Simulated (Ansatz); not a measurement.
**CH4GeO2: a ladder of functionals and wavefunction methods**

Aim: compute CH4GeO2 with functionals from several rungs and with coupled cluster, and see how far each lands from CCSD(T) at the basis-set limit for the atomisation energy.

Program: Ansatz 0.2.0, Gaussian basis. Level of theory: functionals in def2-TZVPP, the program's frozen cores in correlated methods. These are calculated values, not measurements.

Plan: PBE-D4, r2SCAN-D4, PBE0-D4, B3LYP-D4, ωB97X-V, ωB97M-V, B2PLYP; CCSD(T)/def2-TZVPP; CCSD(T)/def2-QZVPP; extrapolation to the limit.

**1. The geometry**

All runs share one geometry, relaxed beforehand with PBE0-D4 in a triple-zeta def2 set.

8 atoms, charge 0, spin multiplicity 1.

Atoms are counted from 1 here; the program's logs count them from 0.

Bond lengths: C1–O2 1.412 Å, C1–H5 1.094 Å, C1–H6 1.092 Å, C1–H7 1.094 Å, O2–Ge3 1.769 Å, Ge3–O4 1.800 Å, O4–H8 0.961 Å. Angles: O2–C1–H5 109.1°, O2–C1–H6 112.3°, O2–C1–H7 109.1°, H5–C1–H6 109.0°, H5–C1–H7 108.2°, H6–C1–H7 109.0°, C1–O2–Ge3 128.1°, O2–Ge3–O4 97.8°, Ge3–O4–H8 112.9°.

**2. PBE-D4 (GGA)**

File in.yaml:

```yaml
crystal:
  periodic: [false, false, false]
  atoms:
    - {symbol: C, position_ang: [-0.597954, 0.728000, 0.716027]}
    - {symbol: O, position_ang: [-0.538935, -0.679651, 0.802653]}
    - {symbol: Ge, position_ang: [0.340646, -1.801368, -0.245044]}
    - {symbol: O, position_ang: [1.062142, -0.582358, -1.355082]}
    - {symbol: H, position_ang: [-0.208187, 1.160778, 1.642131]}
    - {symbol: H, position_ang: [-0.022535, 1.115970, -0.127482]}
    - {symbol: H, position_ang: [-1.642085, 1.035836, 0.607452]}
    - {symbol: H, position_ang: [1.606898, -0.977206, -2.040654]}
basis:
  gaussian: {orbitals: def2-TZVPP}
hamiltonian: {xc: pbe, dispersion: d4}
output: {forces: true, orbitals: {seedname: orbitals}}
```

Launch:

```sh
ansatz run in.yaml --threads 2 --pin off --events-out ev --progress --plain --max-ram 32768MiB --backend cpu
```

After this run come: r2SCAN-D4 (meta-GGA); PBE0-D4 (hybrid); B3LYP-D4 (hybrid); ωB97X-V (range-separated); ωB97M-V (range-separated); B2PLYP (double hybrid); CCSD(T) in def2-TZVPP; CCSD(T) in def2-QZVPP.

Q: Predict the results of all the runs planned. Wanted: atomisation energy, CCSD(T)/CBS; farthest; mean size of error, hybrid; mean size of error, range-separated; gap, smallest and largest; T1 diagnostic; triples share of the correlation energy.

The runs gave:

| quantity | value |
| --- | --- |
| atomisation energy, CCSD(T)/CBS | 711.3 kcal/mol |
| functionals within 7.1 kcal/mol (1.0 %) | r2SCAN-D4, B3LYP-D4, ωB97X-V, ωB97M-V |
| farthest | PBE-D4 (+13.7 kcal/mol) |
| mean size of error, hybrid | 7.0 kcal/mol |
| mean size of error, range-separated | 2.7 kcal/mol |
| gap, smallest and largest | 4.11 eV (PBE-D4), 10.42 eV (ωB97X-V) |
| T1 diagnostic | 0.0153 |
| triples share of the correlation energy | 3.8 % |

**Reading.** PBE-D4 is off by +13.7 kcal/mol. Double hybrids carry the basis error of their MP2 part in triple zeta, and no dispersion term here, so their miss is partly the set-up's. Misses under about 7.1 kcal/mol are within the doubt on the reference itself, which lacks core-valence correlation, relativity and higher excitations, and its outer-core shells are covered unevenly. Hartree-Fock recovers 68 % of the binding; the rest is correlation. Orbital gaps span 4.1 to 10.4 eV; exact exchange widens them. Correlated methods include outer-core shells of Ge, which these sets cover unevenly.
